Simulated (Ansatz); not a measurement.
# Ca: energy and stress against strain

This session takes Ca and sets out to strain the cell along the Voigt pattern (1, 0, 0, 0, 0, 0).

Computed with Ansatz 0.2.0 (DFT PBEsol, scalar-relativistic, plane waves, PAW, unless a step's input says otherwise).

### Step 1. The structure to begin with

It takes space group Fm-3m (No. 225, cubic). The conventional cell has a = 5.588 Å, b = 5.588 Å, c = 5.588 Å, α = 90.00°, β = 90.00°, γ = 90.00°. Ca (site symmetry m-3m) is surrounded by 12 Ca at 3.95 Å.

Coordinates:

```cif
data_structure
_symmetry_space_group_name_H-M 'P 1'
_symmetry_Int_Tables_number 1
_cell_length_a 3.9516
_cell_length_b 3.9516
_cell_length_c 3.9516
_cell_angle_alpha 60.000
_cell_angle_beta 60.000
_cell_angle_gamma 60.000
_cell_volume 43.63
loop_
_atom_site_label
_atom_site_type_symbol
_atom_site_fract_x
_atom_site_fract_y
_atom_site_fract_z
_atom_site_occupancy
Ca1 Ca 0.00000 0.00000 0.00000 1
```

The cell is taken as given, not relaxed at this level.

### Step 2. The reference cell

Reference values: F = -1793.7287 eV; pressure -1.16 GPa; largest force 0.000 eV/Å; gap on the mesh none (metal). It was computed beforehand with the settings of the runs below.

### Step 3. Next: energy and stress against strain

The cell is strained by ε times the Voigt pattern (1, 0, 0, 0, 0, 0) (xx, yy, zz, yz, xz, xy; engineering shear), with fractional coordinates fixed (clamped ions). The stress on the pattern is the sum of the stress components weighted by it, tension positive.

### Step 4. ε = -0.0400

File input.yaml:

```yaml
crystal:
  lattice:
    - [0.0, 2.7942, 2.7942]
    - [2.682432, 0.0, 2.7942]
    - [2.682432, 2.7942, 0.0]
  atoms:
    - { symbol: Ca, position: [0.0, 0.0, 0.0] }
basis:
  ecutwfc: 420
kpoints:
  mp_grid: { grid: [14, 14, 14] }
hamiltonian:
  xc: pbesol
scf:
  occupations: { method: gaussian, width: 0.15 }
output:
  forces: true
  stress: true
  eigenvalues: true
```

Launch:

```console
$ ansatz run input.yaml --threads 1 --pin off --max-ram 2560MiB --backend cpu --events-out ev --progress --plain --runs-dir out
```

### Step 5. At ε = 0.0300

Edit input.yaml of step 4 so:

```diff
@@ -3,4 +3,4 @@
     - [0.0, 2.7942, 2.7942]
-    - [2.682432, 0.0, 2.7942]
-    - [2.682432, 2.7942, 0.0]
+    - [2.878026, 0.0, 2.7942]
+    - [2.878026, 2.7942, 0.0]
   atoms:
```

### Step 6. At ε = -0.0200

Edit input.yaml of step 5 so:

```diff
@@ -3,4 +3,4 @@
     - [0.0, 2.7942, 2.7942]
-    - [2.878026, 0.0, 2.7942]
-    - [2.878026, 2.7942, 0.0]
+    - [2.738316, 0.0, 2.7942]
+    - [2.738316, 2.7942, 0.0]
   atoms:
```

### Step 7. At ε = 0.0100

Edit input.yaml of step 6 so:

```diff
@@ -3,4 +3,4 @@
     - [0.0, 2.7942, 2.7942]
-    - [2.738316, 0.0, 2.7942]
-    - [2.738316, 2.7942, 0.0]
+    - [2.822142, 0.0, 2.7942]
+    - [2.822142, 2.7942, 0.0]
   atoms:
```

### Step 8. ε = 0.0400

Edit input.yaml of step 7 so:

```diff
@@ -3,4 +3,4 @@
     - [0.0, 2.7942, 2.7942]
-    - [2.822142, 0.0, 2.7942]
-    - [2.822142, 2.7942, 0.0]
+    - [2.905968, 0.0, 2.7942]
+    - [2.905968, 2.7942, 0.0]
   atoms:
```

### Step 9. At ε = -0.0300

Edit input.yaml of step 8 so:

```diff
@@ -3,4 +3,4 @@
     - [0.0, 2.7942, 2.7942]
-    - [2.905968, 0.0, 2.7942]
-    - [2.905968, 2.7942, 0.0]
+    - [2.710374, 0.0, 2.7942]
+    - [2.710374, 2.7942, 0.0]
   atoms:
```

### Step 10. Point ε = 0.0200

Edit input.yaml of step 9 so:

```diff
@@ -3,4 +3,4 @@
     - [0.0, 2.7942, 2.7942]
-    - [2.710374, 0.0, 2.7942]
-    - [2.710374, 2.7942, 0.0]
+    - [2.850084, 0.0, 2.7942]
+    - [2.850084, 2.7942, 0.0]
   atoms:
@@ -19 +19,5 @@
   eigenvalues: true
+  write_density: true
+  write_potential: true
+  elf: true
+  volumetric_format: npy
```

### Step 11. ε = -0.0100

File input.yaml:

```yaml
crystal:
  lattice:
    - [0.0, 2.7942, 2.7942]
    - [2.766258, 0.0, 2.7942]
    - [2.766258, 2.7942, 0.0]
  atoms:
    - { symbol: Ca, position: [0.0, 0.0, 0.0] }
basis:
  ecutwfc: 420
kpoints:
  mp_grid: { grid: [14, 14, 14] }
hamiltonian:
  xc: pbesol
scf:
  occupations: { method: gaussian, width: 0.15 }
output:
  forces: true
  stress: true
  eigenvalues: true
```

### Step 12. At ε = 0.0350

Edit input.yaml of step 11 so:

```diff
@@ -3,4 +3,4 @@
     - [0.0, 2.7942, 2.7942]
-    - [2.766258, 0.0, 2.7942]
-    - [2.766258, 2.7942, 0.0]
+    - [2.891997, 0.0, 2.7942]
+    - [2.891997, 2.7942, 0.0]
   atoms:
```

(Steps that only read results are left out.)

What does the calculation give? Wanted: slope of the stress at ε = 0, over ±0.0100.

**Answer**, as computed:

| quantity | value |
| --- | --- |
| slope of the stress at ε = 0, over ±0.0100 | 19 GPa |

From the stress slope, C11 is about 19 GPa with the ions clamped. The reference stands under -1.2 GPa, so this is no zero-stress constant. The undisturbed cell is not the lowest point: the energy is 8.4 meV/atom lower at ε = -0.0400; the cell was taken as given and not relaxed at this level.
